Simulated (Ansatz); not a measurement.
**F3H3InN: up Jacob's ladder to CCSD(T)**

An exercise on one series of results from a longer session: the logs are not shown, and one member is left open.

The runs use Ansatz 0.2.0, Gaussian basis; functionals in def2-TZVPP, the program's frozen cores in correlated methods.

The runs, in order: LDA (SPW92), PBE-D4, revPBE-D4, BLYP-D4, r2SCAN-D4, B97M-V, PBE0-D4, B3LYP-D4, r2SCANh-D4, r2SCAN0-D4, HSE06-D4, BHLYP-D4, CAM-B3LYP-D4, LC-ωPBE, ωB97X-V, ωB97M-V, B2PLYP, PBE-QIDH; CCSD(T)/def2-SVP; CCSD(T)/def2-TZVPP; MP2/def2-QZVPP; extrapolation to the limit; RPA on PBE.

## The geometry

An earlier PBE0-D4 in a triple-zeta def2 set relaxation fixed the geometry. In takes the def2 core potential; no spin-orbit term is included.

SMILES `[NH3+][In-]([F])([F])[F]`, 8 atoms, charge 0, spin multiplicity 1.

Atoms are counted from 1 here; the program's logs count them from 0.

Bond lengths: N1–In2 2.264 Å, N1–H6 1.015 Å, N1–H7 1.015 Å, N1–H8 1.015 Å, In2–F3 1.946 Å, In2–F4 1.946 Å, In2–F5 1.946 Å. Angles: In2–N1–H6 110.4°, In2–N1–H7 110.4°, In2–N1–H8 110.4°, H6–N1–H7 108.5°, H6–N1–H8 108.5°, H7–N1–H8 108.5°, N1–In2–F3 97.7°, N1–In2–F4 97.7°, N1–In2–F5 97.7°, F3–In2–F4 118.2°, F3–In2–F5 118.3°, F4–In2–F5 118.3°.

The first run:

Contents of in.yaml:

```yaml
crystal:
  periodic: [false, false, false]
  atoms:
    - {symbol: N, position_ang: [-0.719069, -0.341744, 0.740295]}
    - {symbol: In, position_ang: [0.788527, 0.348862, -0.801585]}
    - {symbol: F, position_ang: [1.951118, -1.211292, -0.746990]}
    - {symbol: F, position_ang: [-0.437463, 0.529961, -2.302530]}
    - {symbol: F, position_ang: [1.372191, 1.965643, 0.111689]}
    - {symbol: H, position_ang: [-0.750631, 0.308041, 1.519347]}
    - {symbol: H, position_ang: [-1.645250, -0.397734, 0.328968]}
    - {symbol: H, position_ang: [-0.467422, -1.258837, 1.094906]}
basis:
  gaussian: {orbitals: def2-TZVPP}
hamiltonian: {xc: lda}
output: {orbitals: {seedname: orbitals}}
```

Command:

```
$ ansatz run in.yaml --threads 4 --pin off --events-out ev --progress --plain --max-ram 10444MiB
```

Steps of the session up to this table: LDA; PBE-D4 (GGA); revPBE-D4 (GGA); BLYP-D4 (GGA); r2SCAN-D4 (meta-GGA); B97M-V (meta-GGA); PBE0-D4 (hybrid); B3LYP-D4 (hybrid); r2SCANh-D4 (hybrid); r2SCAN0-D4 (hybrid); HSE06-D4 (hybrid); BHLYP-D4 (hybrid); CAM-B3LYP-D4 (range-separated); LC-ωPBE (range-separated); ωB97X-V (range-separated); ωB97M-V (range-separated); B2PLYP (double hybrid); PBE-QIDH (double hybrid).

One of the session's tables, all rows but one given; the rest of the session is left out.

It belongs to the step «Frontier levels by functional». 

| functional | HOMO (eV) | LUMO (eV) | gap (eV) |
| --- | --- | --- | --- |
| LDA (SPW92) | -8.33 | -3.05 | 5.29 |
| PBE-D4 | -8.05 | -2.68 | 5.37 |
| revPBE-D4 | -7.95 | -2.53 | 5.42 |
| BLYP-D4 | -8.00 | -2.70 | 5.30 |
| r2SCAN-D4 | -8.50 | -2.37 | 6.12 |
| B97M-V | -8.61 | -2.55 | 6.06 |
| PBE0-D4 | -10.02 | -1.74 | 8.29 |
| B3LYP-D4 | -9.75 | -2.13 | 7.62 |
| r2SCANh-D4 | -9.24 | -2.04 | 7.20 |
| r2SCAN0-D4 | -10.36 | -1.54 | 8.82 |
| HSE06-D4 | -9.61 | -2.11 | 7.50 |
| BHLYP-D4 | -11.99 | -0.94 | 11.04 |
| CAM-B3LYP-D4 | ? | ? | ? |
| LC-ωPBE | -12.87 | 0.61 | 13.48 |
| ωB97X-V | -12.56 | 0.39 | 12.95 |
| ωB97M-V | -12.55 | 0.12 | 12.67 |

**Question.** Estimate the row for CAM-B3LYP-D4.

**Answer.** HOMO (eV): -11.60; LUMO (eV): -0.85; gap (eV): 10.76. In the column «HOMO (eV)» it lies between BHLYP-D4 (-11.99) and r2SCAN0-D4 (-10.36).
